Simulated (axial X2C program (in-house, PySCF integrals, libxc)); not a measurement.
# GeP: EOM-EA-CCSD levels

Aim: EOM-EA-CCSD levels of GeP, with spin–orbit coupling in the Hamiltonian from the start.

Computed with an in-house X2C program for linear molecules on PySCF integrals. Level: two-component X2C with atomic mean-field terms, Ge dyall-acv3z, P dyall-av3z.

All values are calculated.

## 1. The job

Input file task.json:

```json
{"zs": [32, 15], "q": 0, "bas": ["dyall-acv3z", "dyall-av3z"], "r0": 2.13, "eom": "ea", "thr": -2.0, "nmax": 92, "grid": [1, 0.96, 1.045, 0.92, 1.09, 1.15]}
```

Keys: zs atomic numbers; q charge; bas basis sets; r0 starting distance in Å; eom kind of EOM run; thr threshold in hartree for freezing inner shells (an s shell follows its p shell); nmax most natural virtual spinors; grid distances as factors.

Command:

```bash
$ python soeom.py task.json out
```

After this run come: EOM-EA-CCSD at 2.148 Å.

Q: Predict the outcome of this session. Wanted: next root led by one particle; T1 of the reference; lowest state, Re and ωe.

The runs gave:

| quantity | value |
| --- | --- |
| lowest root at 2.148 Å | Ω = 3/2, 8.832 eV |
| next root led by one particle | Ω = 3/2, about 24500 cm⁻¹ higher |
| T1 of the reference | 0.013 |
| lowest state, Re and ωe | 2.143 Å, 489 cm⁻¹ |

**Reading.** The added electron is bound by 8.83 eV in a spinor of 56% P pπ, 33% Ge pπ. Errors of 0.1 to 0.3 eV are usual at this size, and roots led by higher excitations are left out, so the list is incomplete, and low states of that kind can be missing. T1 or the largest double amplitude of the reference is raised, which lowers the reliability.
